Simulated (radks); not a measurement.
# Lu⁴⁺ in [Xe] 4f13: an all-electron calculation

An exercise on one series of results from a longer session: the logs are not shown, and one member is left open.

Method: scalar-relativistic Kohn-Sham, HCTH/407, spin-unpolarised, spherical densities, point nucleus. Code: radks (a radial shooting solver on a logarithmic mesh, Libxc functionals) version 1.

### What is computed

* element: lutetium (Z = 71)
* charge: +4
* electrons: 67
* configuration: [Xe] 4f13

Outer shells as boxes (Hund's rule):

Lu⁴⁺
```
[Xe] core
4f [↑↓][↑↓][↑↓][↑↓][↑↓][↑↓][↑ ]
```

Set-up of the first run:

Input:

```text
Z 71
configuration [Xe] 4f13 6s0 5d0 6p0 5f0
relativity scalar-relativistic
functional hcth_407
spin unpolarised
nucleus point
c 137.035999084
```

Steps of the session up to this table: Self-consistent calculation.

One table of the session follows, with a row left open; its other results are not shown here.

It belongs to the step «Radial structure». Sizes of the orbitals, from the radial functions (bohr):

```
level      <r>  outermost maximum (interpolated)  90 % within  nodes
   1s  0.01932                            0.0121       0.0351      0
   2s  0.08184                            0.0693        0.127      1
   2p  0.07291                            0.0566        0.119      0
   3s   0.2126                             0.196        0.312      2
   3p   0.2122                             0.193        0.317      1
   3d   0.1923                             0.157        0.299      0
   4s   0.4772                             0.446        0.685      3
   4p   0.5067                             0.467        0.737      2
   4d        ?                                 ?            ?      ?
   5s    1.139                              1.03         1.63      4
   5p    1.316                              1.17         1.91      3
   4f   0.6774                             0.464         1.14      0
   5d    1.811                              1.52         2.71      2
   6s    2.609                              2.47         3.66      5
   6p    3.026                              2.84         4.27      4
```

**Question.** Estimate the row for 4d.

**Answer.** <r>: 0.5447; outermost maximum (interpolated): 0.480; 90 % within: 0.818; nodes: 1. In the column «<r>» it lies between 4p (0.5067) and 4f (0.6774).

Limits of these values: Spin polarisation and multiplet splitting are left out.
